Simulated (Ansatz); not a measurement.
**Molecular dynamics of Te$_{8}$HPd$_{4}$**

input.yaml

```yaml
crystal:
  lattice:
    - [-2.012, 3.484886, 5.113]
    - [4.024, 0.0, 5.113]
    - [4.024, 6.969772, 0.0]
  atoms:
    - { symbol: Te, position: [0.30180857, 0.94769508, 0.18152093] }
    - { symbol: Te, position: [0.19603507, 0.52273959, 0.06210193] }
    - { symbol: Pd, position: [0.00337977, -0.01270581, -0.00551959] }
    - { symbol: Te, position: [0.30111288, 0.95411043, 0.67975796] }
    - { symbol: Te, position: [0.16183071, 0.52793132, 0.60489156] }
    - { symbol: Pd, position: [-0.00230528, -0.01308947, 0.49830774] }
    - { symbol: Te, position: [0.79405568, 0.4503916, 0.42490111] }
    - { symbol: Te, position: [0.70390563, 0.01891065, 0.31043625] }
    - { symbol: Pd, position: [0.50397065, 0.48227559, 0.23632764] }
    - { symbol: Te, position: [0.80113668, 0.45191297, 0.92252899] }
    - { symbol: Te, position: [0.69855971, 0.024682, 0.81458248] }
    - { symbol: Pd, position: [0.49802058, 0.48767209, 0.74508098] }
    - { symbol: H, position: [0.29081683, 0.41592105, 0.39101483] }
basis:
  ecutwfc: 420.0
kpoints:
  mp_grid: { grid: [3, 3, 2] }
hamiltonian:
  xc: pbesol
scf:
  occupations: { method: fermi_dirac, width: 0.05 }
  lower_state_search: "off"
md:
  timestep: 0.5
  n_steps: 300
  ensemble: nvt_langevin
  temperature: 1500.0
  initial_velocities: maxwell_boltzmann
  seed: 170118
  friction: 0.01
```

Launched with:

```bash
$ ansatz run input.yaml --threads 4 --pin off --max-ram 10240MiB --backend cpu --events-out ev --progress --plain --runs-dir out
```

It starts from a relaxed structure.

Output, in part (step lines):

```
md step     0: t =     0.00 fs  T =  1384.6 K  F+E_penalty+E_count = -82858.04622344 eV  E_kin = 2.326680 eV  (9 SCF iters)
md step     1: t =     0.50 fs  T =  1440.9 K  F+E_penalty+E_count = -82858.04360905 eV  E_kin = 2.421188 eV  (7 SCF iters)
md step     2: t =     1.00 fs  T =  1446.6 K  F+E_penalty+E_count = -82858.03497509 eV  E_kin = 2.430890 eV  (7 SCF iters)
md step     3: t =     1.50 fs  T =  1485.9 K  F+E_penalty+E_count = -82858.02108447 eV  E_kin = 2.496799 eV  (7 SCF iters)
md step     4: t =     2.00 fs  T =  1446.1 K  F+E_penalty+E_count = -82858.00252625 eV  E_kin = 2.429965 eV  (7 SCF iters)
md step     5: t =     2.50 fs  T =  1403.5 K  F+E_penalty+E_count = -82857.97966305 eV  E_kin = 2.358342 eV  (4 SCF iters)
md step     6: t =     3.00 fs  T =  1324.4 K  F+E_penalty+E_count = -82857.95454953 eV  E_kin = 2.225555 eV  (4 SCF iters)
md step     7: t =     3.50 fs  T =  1325.2 K  F+E_penalty+E_count = -82857.92838254 eV  E_kin = 2.226849 eV  (4 SCF iters)
[... lines left out ...]
md step   298: t =   149.00 fs  T =  1519.3 K  F+E_penalty+E_count = -82856.42226306 eV  E_kin = 2.552988 eV  (4 SCF iters)
md step   299: t =   149.50 fs  T =  1570.8 K  F+E_penalty+E_count = -82856.42798700 eV  E_kin = 2.639580 eV  (4 SCF iters)
md step   300: t =   150.00 fs  T =  1605.4 K  F+E_penalty+E_count = -82856.42859678 eV  E_kin = 2.697683 eV  (7 SCF iters)
```

The steps, from the saved trajectory:

```json
{"time (fs)": "0", "T (K)": "1385", "potential energy less start (eV)": "0.000"}
{"time (fs)": "5", "T (K)": "1374", "potential energy less start (eV)": "0.198"}
{"time (fs)": "10", "T (K)": "1158", "potential energy less start (eV)": "0.373"}
{"time (fs)": "15", "T (K)": "1109", "potential energy less start (eV)": "0.410"}
{"time (fs)": "20", "T (K)": "1324", "potential energy less start (eV)": "0.586"}
{"time (fs)": "25", "T (K)": "1179", "potential energy less start (eV)": "0.796"}
{"time (fs)": "30", "T (K)": "911", "potential energy less start (eV)": "1.291"}
{"time (fs)": "35", "T (K)": "815", "potential energy less start (eV)": "1.279"}
{"time (fs)": "40", "T (K)": "1116", "potential energy less start (eV)": "1.367"}
{"time (fs)": "45", "T (K)": "1016", "potential energy less start (eV)": "1.447"}
{"time (fs)": "50", "T (K)": "868", "potential energy less start (eV)": "1.704"}
{"time (fs)": "55", "T (K)": "1003", "potential energy less start (eV)": "1.801"}
{"time (fs)": "60", "T (K)": "996", "potential energy less start (eV)": "1.844"}
{"time (fs)": "65", "T (K)": "940", "potential energy less start (eV)": "1.819"}
{"time (fs)": "70", "T (K)": "977", "potential energy less start (eV)": "1.678"}
{"time (fs)": "75", "T (K)": "848", "potential energy less start (eV)": "1.849"}
{"time (fs)": "80", "T (K)": "910", "potential energy less start (eV)": "1.744"}
{"time (fs)": "85", "T (K)": "1003", "potential energy less start (eV)": "1.939"}
{"time (fs)": "90", "T (K)": "899", "potential energy less start (eV)": "2.076"}
{"time (fs)": "95", "T (K)": "1225", "potential energy less start (eV)": "2.191"}
{"time (fs)": "100", "T (K)": "1218", "potential energy less start (eV)": "2.338"}
{"time (fs)": "105", "T (K)": "977", "potential energy less start (eV)": "2.433"}
{"time (fs)": "110", "T (K)": "880", "potential energy less start (eV)": "2.352"}
{"time (fs)": "115", "T (K)": "1114", "potential energy less start (eV)": "2.155"}
{"time (fs)": "120", "T (K)": "1137", "potential energy less start (eV)": "1.920"}
{"time (fs)": "125", "T (K)": "1209", "potential energy less start (eV)": "2.043"}
{"time (fs)": "130", "T (K)": "1170", "potential energy less start (eV)": "1.918"}
{"time (fs)": "135", "T (K)": "1261", "potential energy less start (eV)": "1.965"}
{"time (fs)": "140", "T (K)": "1260", "potential energy less start (eV)": "1.924"}
{"time (fs)": "145", "T (K)": "1475", "potential energy less start (eV)": "1.774"}
{"time (fs)": "150", "T (K)": "1605", "potential energy less start (eV)": "1.618"}
```

All steps were run. The mean temperature of the second half is 25 % below the set value. A run of 0.15 ps of so small a system gives no equilibrium averages. Limits of this set-up: coarse k mesh, odd electron count without spin, a small cell, in which the defect meets its images.

Mean squared displacements from the first frame to the last, about the centre of mass: Te 0.09 Å², Pd 0.05 Å², H 0.14 Å².

Last frame:

```xyz
13
Lattice="-2.0120 3.4849 5.1130 4.0240 0.0000 5.1130 4.0240 6.9698 0.0000" Properties=species:S:1:pos:R:3
Te 4.045 2.349 6.493
Te 2.071 0.895 3.445
Pd -0.056 0.052 -0.117
Te 6.040 6.092 6.695
Te 4.512 4.621 3.747
Pd 2.206 3.637 0.083
Te 1.959 5.340 6.345
Te 0.178 4.649 3.494
Pd 1.986 3.099 5.191
Te 3.902 9.046 6.304
Te 2.123 8.274 3.848
Pd 4.070 6.850 4.926
H 2.789 3.853 3.972
```

Time of the run: 17 min on 4 threads of Intel(R) Xeon(R) Platinum 8375C CPU @ 2.90GHz (Ice Lake) (shared host), peak memory 1.5 GiB.
